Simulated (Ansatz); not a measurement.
# NaSrYWO6: the cost of one run

Computed with Ansatz 0.2.0 (DFT PBE, scalar-relativistic, plane waves, PAW, unless a step's input says otherwise).

1 further run of the same task is left out (it didn't finish).

### Step 1. The structure to begin with

It takes space group F-43m (No. 216, cubic). Conventional cell: a = 8.344 Å, b = 8.344 Å, c = 8.344 Å, α = 90.00°, β = 90.00°, γ = 90.00°. Around Na (site symmetry -43m) lie 12 O at 2.95 Å. Sr (site symmetry -43m) is surrounded by 12 O at 2.95 Å. Y (site symmetry -43m) is surrounded by 6 O at 2.23 Å. W (site symmetry -43m) is surrounded by 6 O at 1.95 Å. O (site symmetry 2mm) has 1 W at 1.95 Å and 1 Y at 2.23 Å as nearest neighbours.

As a file:

```cif
data_structure
_symmetry_space_group_name_H-M 'F-43m'
_symmetry_Int_Tables_number 216
_cell_length_a 8.3440
_cell_length_b 8.3440
_cell_length_c 8.3440
_cell_angle_alpha 90.000
_cell_angle_beta 90.000
_cell_angle_gamma 90.000
_cell_volume 580.94
loop_
_atom_site_label
_atom_site_type_symbol
_atom_site_symmetry_multiplicity
_atom_site_Wyckoff_symbol
_atom_site_fract_x
_atom_site_fract_y
_atom_site_fract_z
_atom_site_occupancy
Na1 Na 4 d 0.25000 0.25000 0.75000 1
Sr1 Sr 4 c 0.25000 0.25000 0.25000 1
Y1 Y 4 b 0.50000 0.00000 0.00000 1
W1 W 4 a 0.00000 0.00000 0.00000 1
O1 O 24 f 0.23333 0.00000 0.00000 1
```

The structure comes from the Materials Project (structure only).

### Step 2. A change within a subgroup

What differs from the listed cell: strain xx, yy, zz, yz, xz, xy = +0.0, +0.0, +0.0, -4.0, -4.0, -4.0 %; atoms moved by 0.15 Å root mean square, at most 0.29 Å.

input.yaml reads:

```yaml
crystal:
  lattice:
    - [-0.3337614672, 4.0065978128, 4.0065978128]
    - [4.0065978128, -0.3337614672, 4.0065978128]
    - [4.0065978128, 4.0065978128, -0.3337614672]
  atoms:
    - { symbol: Na, position: [0.2527691392, 0.2527691392, 0.2527691392] }
    - { symbol: Sr, position: [0.74340997, 0.74340997, 0.74340997] }
    - { symbol: "Y", position: [0.5030918457, 0.5030918457, 0.5030918457] }
    - { symbol: W, position: [0.0202625478, 0.0202625478, 0.0202625478] }
    - { symbol: O, position: [0.7468265917, 0.237188916, 0.2230831182] }
    - { symbol: O, position: [0.2562171245, 0.7747421855, 0.7424085615] }
    - { symbol: O, position: [0.7747421855, 0.7424085615, 0.2562171245] }
    - { symbol: O, position: [0.237188916, 0.2230831182, 0.7468265917] }
    - { symbol: O, position: [0.2230831182, 0.7468265917, 0.237188916] }
    - { symbol: O, position: [0.7424085615, 0.2562171245, 0.7747421855] }
basis:
  ecutwfc: 420
kpoints:
  mp_grid: { grid: [6, 6, 6] }
hamiltonian:
  xc: pbe
scf:
  occupations: { method: gaussian, width: 0.02 }
output:
  forces: true
  stress: true
  eigenvalues: true
  populations: true
```

On the command line:

```sh
> ansatz run input.yaml --threads 2 --pin off --max-ram 3584MiB --backend cpu --events-out ev --progress --plain --runs-dir out
```

What time and memory should one allow on 2 threads of Arm Neoverse N1, shared host?

About 34 s, with a peak of 0.53 GiB.
